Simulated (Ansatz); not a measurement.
# Ir: the cost of one run

Program: Ansatz 0.2.0. Level of theory: DFT PBE+D3(BJ), scalar-relativistic, plane waves, PAW. These are calculated values, not measurements.

2 further runs of the same task are left out: 1 that didn't finish, 1 set aside as unsound or not needed.

## (1) The system as given

The structure is cubic, space group Fm-3m (No. 225). Conventional cell: a = 3.841 Å, b = 3.841 Å, c = 3.841 Å, α = 90.00°, β = 90.00°, γ = 90.00°. Ir (site symmetry m-3m) has 12 Ir at 2.72 Å in its first shell of neighbours.

As a file:

```xyz
1
Lattice="0.0000 1.9203 1.9203 1.9203 0.0000 1.9203 1.9203 1.9203 0.0000" Properties=species:S:1:pos:R:3 pbc="T T T"
Ir    0.0000    0.0000    0.0000
```

This cell was relaxed beforehand with the same method: volume 14.16 Å³/atom, gap on the mesh none (metal).

## (2) The slab

Miller indices refer to the conventional cell of the relaxed bulk, Fm-3m (No. 225): a = 3.841 Å, b = 3.841 Å, c = 3.841 Å, α = 90.00°, β = 90.00°, γ = 90.00°.

A (100) slab, 5.8 Å thick as cut, with 17 Å of vacuum, in a 2×2 surface cell; its outer planes are Ir (top) and Ir (bottom).

The slab as cut. Layers, bottom to top:

```csv
plane,atoms per cell,height over the lowest (Å)
1,Ir4,0.00
2,Ir4,1.92
3,Ir4,3.84
4,Ir4,5.76
```

## (3) Relaxing the clean slab

Input file input.yaml:

```yaml
crystal:
  lattice:
    - [5.4313155572, 0.0, 0.0]
    - [0.0, 5.4313155572, 0.0]
    - [0.0, 0.0, 22.7607800919]
  atoms:
    - { symbol: Ir, position: [0.25, 0.25, 0.3734494145] }
    - { symbol: Ir, position: [0.25, 0.75, 0.3734494145] }
    - { symbol: Ir, position: [0.75, 0.25, 0.3734494145] }
    - { symbol: Ir, position: [0.75, 0.75, 0.3734494145] }
    - { symbol: Ir, position: [0.5, 0.5, 0.4578164715] }
    - { symbol: Ir, position: [0.5, 0.0, 0.4578164715] }
    - { symbol: Ir, position: [0.0, 0.5, 0.4578164715] }
    - { symbol: Ir, position: [0.0, 0.0, 0.4578164715] }
    - { symbol: Ir, position: [0.75, 0.75, 0.5421835285] }
    - { symbol: Ir, position: [0.75, 0.25, 0.5421835285] }
    - { symbol: Ir, position: [0.25, 0.75, 0.5421835285] }
    - { symbol: Ir, position: [0.25, 0.25, 0.5421835285] }
    - { symbol: Ir, position: [0.0, 0.0, 0.6265505855] }
    - { symbol: Ir, position: [0.0, 0.5, 0.6265505855] }
    - { symbol: Ir, position: [0.5, 0.0, 0.6265505855] }
    - { symbol: Ir, position: [0.5, 0.5, 0.6265505855] }
basis:
  ecutwfc: 420
kpoints:
  mp_grid: { grid: [6, 6, 1] }
hamiltonian:
  xc: pbe
  dispersion: d3bj
scf:
  occupations: { method: gaussian, width: 0.1 }
output:
  forces: true
  eigenvalues: true
relax:
  adjacent_minimum: "off"
  f_tol: 0.03
  max_steps: 70
  constraints: [{ sites: [0, 1, 2, 3, 4, 5, 6, 7] }]
efield:
  axis: 3
  dipole_correction: true
  ramp_width: 0.04
```

Run with:

```sh
> ansatz run input.yaml --threads 4 --pin off --max-ram 10240MiB --backend cpu --events-out ev --progress --plain --runs-dir out
```

What time and memory should one allow on 4 threads of Arm Neoverse V2, shared host?

About 2.4 min, with a peak of 2.5 GiB.
